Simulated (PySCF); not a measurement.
**C6H8F2O: electronic structure in real space**

For C6H8F2O, the scripts below probe its ring current by NICS, analyse its density (charges, bond critical points, surface potential) and localise its valence orbitals.

Method: levels as typed in each script, gas phase, geometry from GFN2-xTB; program: PySCF 2.14.0.

## Step 1: Where the work starts

17 atoms, charge 0, spin multiplicity 1.

Bond lengths: C1–C2 1.323 Å, C1–H10 1.076 Å, C1–H11 1.076 Å, C2–C3 1.508 Å, C2–C6 1.503 Å, C3–F4 1.352 Å, C3–F5 1.364 Å, C3–H12 1.101 Å, C6–C7 1.543 Å, C6–O9 1.432 Å, C6–H13 1.096 Å, C7–C8 1.529 Å, C7–H14 1.086 Å, C7–H15 1.086 Å, C8–O9 1.432 Å, C8–H16 1.093 Å, C8–H17 1.093 Å. Angles: C2–C1–H10 121.6°, C2–C1–H11 121.3°, H10–C1–H11 117.1°, C1–C2–C3 121.9°, C1–C2–C6 123.4°, C3–C2–C6 114.7°, C2–C3–F4 112.2°, C2–C3–F5 110.9°, C2–C3–H12 111.9°, F4–C3–F5 105.7°, F4–C3–H12 108.4°, F5–C3–H12 107.5°, C2–C6–C7 115.9°, C2–C6–O9 114.1°, C2–C6–H13 109.5°, C7–C6–O9 91.0°, C7–C6–H13 114.2°, O9–C6–H13 111.1° and more.

Geometry (Å):

```mol
C6H8F2O
  3D, bonds by distance, orders not assigned

 17 17  0  0  0  0  0  0  0  0999 V2000
   -1.3038    1.8298    0.2448 C   0  0
   -0.5492    0.7877   -0.0635 C   0  0
   -1.1352   -0.5865   -0.2683 C   0  0
   -2.4807   -0.5538   -0.3980 F   0  0
   -0.8882   -1.3872    0.8082 F   0  0
    0.9457    0.8599   -0.2013 C   0  0
    1.7586    0.2446    0.9564 C   0  0
    2.2909   -0.7133   -0.1104 C   0  0
    1.4957   -0.0880   -1.1237 O   0  0
   -2.3688    1.7370    0.3687 H   0  0
   -0.8780    2.8088    0.3794 H   0  0
   -0.7135   -1.0838   -1.1552 H   0  0
    1.2406    1.8823   -0.4638 H   0  0
    1.1590   -0.2200    1.7335 H   0  0
    2.4942    0.9094    1.3991 H   0  0
    3.3571   -0.6304   -0.3339 H   0  0
    2.0217   -1.7639    0.0233 H   0  0
  1  2  8  0
  2  3  8  0
  3  4  8  0
  3  5  8  0
  2  6  8  0
  6  7  8  0
  7  8  8  0
  8  9  8  0
  1 10  8  0
  1 11  8  0
  3 12  8  0
  6 13  8  0
  7 14  8  0
  7 15  8  0
  8 16  8  0
  8 17  8  0
  6  9  8  0
M  END
```

## Step 2: Ring currents (B3LYP/6-31g*)

File input.py:

```python
import numpy as np
from pyscf import gto, scf, dft
from pyscf.prop import nmr
from pyscf.data import nist

def solve(mol, dm0=None, hcore=None):
    mf = (dft.UKS if mol.spin else dft.RKS)(mol, xc='b3lyp')
    mf.grids.level = 3
    mf.conv_tol, mf.max_cycle = 1e-8, 80
    if hcore is not None:
        mf.get_hcore = lambda *args: hcore
    mf.kernel(dm0)
    if not mf.converged:
        mf = mf.newton().run(mf.mo_coeff, mf.mo_occ, max_cycle=30)
    assert mf.converged, 'SCF not converged'
    return mf

mol = gto.M(atom='''
C     -1.30384     1.82983     0.24484
C     -0.54915     0.78769    -0.06347
C     -1.13518    -0.58648    -0.26831
F     -2.48068    -0.55384    -0.39801
F     -0.88825    -1.38717     0.80820
C      0.94574     0.85995    -0.20130
C      1.75859     0.24458     0.95644
C      2.29086    -0.71330    -0.11039
O      1.49572    -0.08800    -1.12370
H     -2.36879     1.73704     0.36867
H     -0.87803     2.80881     0.37941
H     -0.71348    -1.08380    -1.15523
H      1.24060     1.88234    -0.46385
H      1.15904    -0.22002     1.73354
H      2.49423     0.90939     1.39909
H      3.35714    -0.63045    -0.33389
H      2.02171    -1.76394     0.02328
''', basis='6-31g*', charge=0, spin=0, verbose=4)
mf = solve(mol)
vxc = nmr.rks.get_vxc_giao  # smaller grid blocks
nmr.rks.get_vxc_giao = lambda *a, **k: vxc(*a, **{**k, 'max_memory': 300})
calc = nmr.RKS(mf)
calc.cphf = True
nuclei = calc.kernel()
mo1 = calc.mo10
# ring centres and points 1 angstrom above and below them
points = np.array([
    [1.6227, 0.0758, -0.1197],
    [2.3737, 0.7065, -0.3153],
    [0.8718, -0.5549, 0.0759],
]) / nist.BOHR
mol.atom_coord = lambda i, unit='Bohr': points[i]
idx = range(len(points))
sigma = (calc.dia(shielding_nuc=idx) + calc.para(mo10=mo1, shielding_nuc=idx)[0]) * nist.ALPHA**2 * 1e6
for p, t in zip(points, sigma):
    print('NICS at %8.4f %8.4f %8.4f  %8.2f ppm' % (*(p * nist.BOHR), -t.trace() / 3))
occ = mf.mo_coeff[:, mf.mo_occ > 0]
dm1 = np.array([mf.mo_coeff @ (2 * x) @ occ.T for x in mo1])
np.savez('result.npz', sigma=sigma, nuclei=nuclei, dm0=mf.make_rdm1(), dm1=dm1, e=mf.e_tot, eps=mf.mo_energy, occ=mf.mo_occ)
```

Started as:

```bash
OMP_NUM_THREADS=1 python input.py
```

## Step 4: Density, bond paths and surface potential (TPSS/6-311g**)

File input.py:

```python
import numpy as np
from pyscf import gto, scf, dft
from pyscf.scf import atom_ks, atom_hf
from scipy.linalg import block_diag

def solve(mol, dm0=None, hcore=None):
    mf = (dft.UKS if mol.spin else dft.RKS)(mol, xc='tpss')
    mf.grids.level = 3
    mf = mf.density_fit(auxbasis='def2-universal-jkfit')
    mf.conv_tol, mf.max_cycle = 1e-8, 80
    if hcore is not None:
        mf.get_hcore = lambda *args: hcore
    mf.kernel(dm0)
    if not mf.converged:
        mf = mf.newton().run(mf.mo_coeff, mf.mo_occ, max_cycle=30)
    assert mf.converged, 'SCF not converged'
    return mf

mol = gto.M(atom='''
C     -1.30384     1.82983     0.24484
C     -0.54915     0.78769    -0.06347
C     -1.13518    -0.58648    -0.26831
F     -2.48068    -0.55384    -0.39801
F     -0.88825    -1.38717     0.80820
C      0.94574     0.85995    -0.20130
C      1.75859     0.24458     0.95644
C      2.29086    -0.71330    -0.11039
O      1.49572    -0.08800    -1.12370
H     -2.36879     1.73704     0.36867
H     -0.87803     2.80881     0.37941
H     -0.71348    -1.08380    -1.15523
H      1.24060     1.88234    -0.46385
H      1.15904    -0.22002     1.73354
H      2.49423     0.90939     1.39909
H      3.35714    -0.63045    -0.33389
H      2.02171    -1.76394     0.02328
''', basis='6-311g**', charge=0, spin=0, verbose=4)
mf = solve(mol)
mf.analyze()
# spherically averaged free atoms, for the promolecule
atm = atom_ks.get_atm_nrks(mol, xc='tpss')
pro = block_diag(*[(atm[a[0]][2] * atm[a[0]][3]) @ atm[a[0]][2].T for a in mol._atom])
np.savez('result.npz', e=mf.e_tot, c=mf.mo_coeff, occ=mf.mo_occ, eps=mf.mo_energy, pro=pro, dip=mf.dip_moment(verbose=0), s2=mf.spin_square()[0])
```

## Step 6: Localised orbitals (wB97X/def2-svp)

File input.py:

```python
import numpy as np
from pyscf import gto, scf, dft, lo
from pyscf.data.elements import chemcore

def solve(mol, dm0=None, hcore=None):
    mf = (dft.UKS if mol.spin else dft.RKS)(mol, xc='wb97x')
    mf.grids.level = 3
    mf = mf.density_fit(auxbasis='def2-universal-jkfit')
    mf.conv_tol, mf.max_cycle = 1e-8, 80
    if hcore is not None:
        mf.get_hcore = lambda *args: hcore
    mf.kernel(dm0)
    if not mf.converged:
        mf = mf.newton().run(mf.mo_coeff, mf.mo_occ, max_cycle=30)
    assert mf.converged, 'SCF not converged'
    return mf

mol = gto.M(atom='''
C     -1.30384     1.82983     0.24484
C     -0.54915     0.78769    -0.06347
C     -1.13518    -0.58648    -0.26831
F     -2.48068    -0.55384    -0.39801
F     -0.88825    -1.38717     0.80820
C      0.94574     0.85995    -0.20130
C      1.75859     0.24458     0.95644
C      2.29086    -0.71330    -0.11039
O      1.49572    -0.08800    -1.12370
H     -2.36879     1.73704     0.36867
H     -0.87803     2.80881     0.37941
H     -0.71348    -1.08380    -1.15523
H      1.24060     1.88234    -0.46385
H      1.15904    -0.22002     1.73354
H      2.49423     0.90939     1.39909
H      3.35714    -0.63045    -0.33389
H      2.02171    -1.76394     0.02328
''', basis='def2-svp', charge=0, spin=0, verbose=4)
mf = solve(mol)
occ_all = mf.mo_coeff[:, mf.mo_occ > 0]
occ = occ_all[:, chemcore(mol):]
pm = lo.PM(mol, occ, pop_method='meta_lowdin')
loc = pm.kernel()
for _ in range(5):
    new, stable = pm.stability_jacobi(return_status=True)
    if stable:
        break
    loc = pm.kernel(new)
fock, s = mf.get_fock(), mf.get_ovlp()
ortho = lo.orth_ao(mol, 'meta_lowdin')
labels = mol.ao_labels(fmt=None)
vir = loc[:, :0]
both = np.hstack([loc, vir])
p = (ortho.T @ s @ both) ** 2
pop = np.array([p[[l[0] == a for l in labels]].sum(0) for a in range(mol.natm)])
spd = np.array([[p[[l[0] == a and l[2][-1] == k for l in labels]].sum(0) for k in 'spd'] for a in range(mol.natm)])
eps = np.einsum('pi,pq,qi->i', both, fock, both)
for i in np.argsort(eps):
    top = np.argsort(-pop[:, i])[:3]
    print('%3d %s %9.4f Eh ' % (i + 1, 'occ' if i < loc.shape[1] else 'vir', eps[i]), '  '.join('%s%d %.3f' % (mol.atom_symbol(a), a + 1, pop[a, i]) for a in top))
np.savez('result.npz', c=both, nocc=loc.shape[1], pop=pop, spd=spd, eps=eps, e=mf.e_tot)
```

(Steps that only read results are left out.)

**Question.** What will these runs give? Wanted: NICS(1)zz, 4-membered ring C6/C7/C8/O9; dipole moment; HOMO, LUMO.

**Answer**, as computed:

| quantity | value |
| --- | --- |
| NICS(1)zz, 4-membered ring C6/C7/C8/O9 (B3LYP/6-31g*) | +2.7 ppm |
| dipole moment (TPSS/6-311g**) | 2.30 D |
| HOMO, LUMO (TPSS/6-311g**) | -6.00, -1.29 eV |
| localised occupied orbitals above −45 eV (wB97X/def2-svp) | 26 |

What this shows: The 4-membered ring C6/C7/C8/O9 is neither clearly shielded nor deshielded above its centre; in such a ring the values come largely from σ bonds and don't measure π aromaticity. At TPSS/6-311g**: The highest Hirshfeld charge is on C3 (+0.14 e), the lowest on O9 (−0.15 e). The geometry was not optimised at these levels.
